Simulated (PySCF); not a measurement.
# C3H8BFS: the cost of one run

Programs: PySCF 2.14.0, with density-fitted response routines of our own. Each step states its level of theory. These are calculated values for one molecule in the gas phase, unless marked as measured. Atoms are numbered from 0 throughout.

**1. The molecule as given**

14 atoms, charge 0, multiplicity 1; geometry from: GFN2-xTB.

Bonds of the start (Å): F0–C1 1.36, C1–S2 1.83, S2–B3 2.08, B3–C4 1.63, C4–C5 1.52, C5–S2 1.84, C1–H6 1.09, C1–H7 1.09, B3–H8 1.18, B3–H9 1.18, C4–H10 1.09, C4–H11 1.09, C5–H12 1.09, C5–H13 1.09.

**2. Ultraviolet spectrum: CAM-B3LYP/def2-SVPD**

Job settings and geometry (Å):

```
{"job": {"kind": "uv", "xc": "CAM-B3LYP", "basis": "def2-SVPD", "nstates": 8, "ntriplets": 3}, "charge": 0, "multiplicity": 1}
F      2.579726     1.067288     0.292038
C      1.840692    -0.047504     0.536408
S      0.767606    -0.429121    -0.893011
B     -0.828031    -1.250237     0.159514
C     -1.360932     0.269969     0.392522
C     -0.481165     0.901266    -0.675889
H      1.232662     0.134954     1.423845
H      2.524421    -0.887225     0.677537
H     -0.355948    -1.845534     1.062195
H     -1.401676    -1.884447    -0.649856
H     -2.417655     0.451835     0.204163
H     -1.139337     0.686623     1.376159
H      0.020126     1.837817    -0.433922
H     -0.981167     0.993845    -1.638235
```

Level: TDDFT CAM-B3LYP/def2-SVPD, vertical, gas phase, core orbitals frozen in the response.

The run is started by

```console
OMP_NUM_THREADS=1 python probes_run.py task.json out
```

This one command runs all jobs of the session in turn.

Q: Estimate the wall time and peak memory of this first job on 1 thread of Arm Neoverse N1, shared host.

About 60 s, with a peak of 0.87 GiB.
